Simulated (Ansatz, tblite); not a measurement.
# C₁₆H₁₀O₄: one state, many levels

Aim: run the singlet of C₁₆H₁₀O₄ at one geometry on many levels, and compare frontier levels, spin and run time.

Computed with Ansatz 0.2.0, Gaussian basis. Level: as each input shows.

The runs, in order: GFN1-xTB, GFN2-xTB, PBE-D4/def2-TZVP, r2SCAN-D4/def2-TZVP, PBE+5HF/def2-SVP, PBE+10HF/def2-SVP, PBE+15HF/def2-SVP, PBE+35HF/def2-SVP, PBE+50HF/def2-SVP, PBE-D4/def2-SVP, PBE0-D4/def2-SVP.

1 further run of the same task is left out (set aside as unsound or not needed).

### Step 1. The geometry

The singlet was relaxed beforehand with r2SCAN-D4/def2-SVP.

SMILES `c1coc(-c2ccc(-c3ccc(-c4ccco4)o3)o2)c1`, 30 atoms, charge 0, spin multiplicity 1.

Bond lengths: C1–C2 1.369 Å, C1–C20 1.427 Å, C1–H21 1.089 Å, C2–O3 1.358 Å, C2–H22 1.087 Å, O3–C4 1.363 Å, C4–C5 1.431 Å, C4–C20 1.380 Å, C5–C6 1.381 Å, C5–O19 1.364 Å, C6–C7 1.420 Å, C6–H23 1.088 Å, C7–C8 1.382 Å, C7–H24 1.088 Å, C8–C9 1.427 Å, C8–O19 1.365 Å, C9–C10 1.382 Å, C9–O18 1.365 Å and more. Angles: C2–C1–C20 106.3°, C2–C1–H21 126.4°, C20–C1–H21 127.3°, C1–C2–O3 110.4°, C1–C2–H22 133.9°, O3–C2–H22 115.7°, C2–O3–C4 107.3°, O3–C4–C5 116.8°, O3–C4–C20 110.0°, C5–C4–C20 133.2°, C4–C5–C6 133.1°, C4–C5–O19 116.9°, C6–C5–O19 110.0°, C5–C6–C7 106.4°, C5–C6–H23 125.6°, C7–C6–H23 128.0°, C6–C7–C8 106.3°, C6–C7–H24 128.0° and more.

PBE0-D4/def2-TZVP was run before; its log isn't repeated, and its numbers join the tables.

### Step 2. GFN1-xTB

Tight binding, by tblite at 300 K electronic temperature and without a spin-polarisation term:

```python
tblite.interface.Calculator('GFN1-xTB', numbers, positions, charge=0, uhf=0).singlepoint()
```

Energy -1577.8398 eV, HOMO -10.39 eV, LUMO -8.15 eV; 0.044 s.

### Step 3. GFN2-xTB

Tight binding, by tblite at 300 K electronic temperature and without a spin-polarisation term:

```python
tblite.interface.Calculator('GFN2-xTB', numbers, positions, charge=0, uhf=0).singlepoint()
```

Energy -1513.1800 eV, HOMO -9.70 eV, LUMO -7.40 eV; 0.038 s.

### Step 4. PBE-D4/def2-TZVP

start.molden holds the orbitals of an earlier run on this state, given as this run's starting guess.

The input, in.yaml:

```yaml
crystal:
  periodic: [false, false, false]
  atoms:
    - {symbol: C, position_ang: [5.934215, -0.617023, 1.499472]}
    - {symbol: C, position_ang: [6.275029, 0.348065, 0.589878]}
    - {symbol: O, position_ang: [5.167418, 0.816458, -0.041663]}
    - {symbol: C, position_ang: [4.096415, 0.144799, 0.466957]}
    - {symbol: C, position_ang: [2.811222, 0.483521, -0.062114]}
    - {symbol: C, position_ang: [2.393879, 1.384705, -1.022107]}
    - {symbol: C, position_ang: [0.982396, 1.256408, -1.104913]}
    - {symbol: C, position_ang: [0.625688, 0.284181, -0.189370]}
    - {symbol: C, position_ang: [-0.626133, -0.285202, 0.191484]}
    - {symbol: C, position_ang: [-0.983650, -1.256721, 1.107447]}
    - {symbol: C, position_ang: [-2.395209, -1.384408, 1.024175]}
    - {symbol: C, position_ang: [-2.811706, -0.483959, 0.063119]}
    - {symbol: C, position_ang: [-4.096310, -0.144993, -0.467201]}
    - {symbol: C, position_ang: [-4.514296, 0.754286, -1.426511]}
    - {symbol: C, position_ang: [-5.932647, 0.617161, -1.502053]}
    - {symbol: C, position_ang: [-6.274938, -0.346899, -0.591922]}
    - {symbol: O, position_ang: [-5.168204, -0.815523, 0.040995]}
    - {symbol: O, position_ang: [-1.737785, 0.185729, -0.444567]}
    - {symbol: O, position_ang: [1.737806, -0.186922, 0.445723]}
    - {symbol: C, position_ang: [4.515884, -0.755037, 1.425096]}
    - {symbol: H, position_ang: [6.617690, -1.164636, 2.146482]}
    - {symbol: H, position_ang: [7.217105, 0.796507, 0.284276]}
    - {symbol: H, position_ang: [3.040746, 2.050780, -1.589306]}
    - {symbol: H, position_ang: [0.296711, 1.801519, -1.750208]}
    - {symbol: H, position_ang: [-0.298584, -1.801572, 1.753623]}
    - {symbol: H, position_ang: [-3.042573, -2.049814, 1.591589]}
    - {symbol: H, position_ang: [-3.872206, 1.422478, -1.996666]}
    - {symbol: H, position_ang: [-6.615157, 1.164681, -2.150165]}
    - {symbol: H, position_ang: [-7.217601, -0.794404, -0.286768]}
    - {symbol: H, position_ang: [3.874785, -1.424175, 1.995256]}
basis:
  gaussian: {orbitals: def2-TZVP, fitting: {mean_field: def2-universal-jkfit}, initial_orbitals: start.molden}
hamiltonian: {xc: pbe, dispersion: d4}
scf: {omitted_lower_state_checks: [starts]}
output: {forces: true, orbitals: {seedname: orbitals}}
```

The run is started by

```sh
$ ansatz run in.yaml --threads 2 --pin off --events-out ev --progress --plain --max-ram 32768MiB --backend cuda --devices 0, --max-vram 18GiB
```

Further steps of the session: r2SCAN-D4/def2-TZVP; PBE+5HF/def2-SVP; PBE+10HF/def2-SVP; PBE+15HF/def2-SVP; PBE+35HF/def2-SVP; PBE+50HF/def2-SVP; PBE-D4/def2-SVP; PBE0-D4/def2-SVP.

Before running them: what should the planned runs give, taken together? Wanted: gap in def2-TZVP, named functionals, smallest and largest; gap over the share of exact exchange; binding an atom, functionals in def2-TZVP; PBE0 total energy, smallest basis above largest.

As calculated:

| quantity | value |
| --- | --- |
| gap in def2-TZVP, named functionals, smallest and largest | 2.16 eV (PBE-D4), 3.57 eV (PBE0-D4) |
| gap over the share of exact exchange | 2.22 eV at 0, 5.15 eV at 0.5 |
| binding an atom, functionals in def2-TZVP | 5.32 (r2SCAN-D4) to 5.53 eV (PBE-D4) |
| PBE0 total energy, smallest basis above largest | 26.90 eV (def2-SVP, def2-TZVP) |

Over the named functionals in def2-TZVP the gap runs from 2.16 eV (PBE-D4) to 3.57 eV (PBE0-D4); exact exchange widens it. Raising the share of exact exchange from 0 to 0.5 moves the HOMO by -1.65 eV and the LUMO by +1.28 eV.
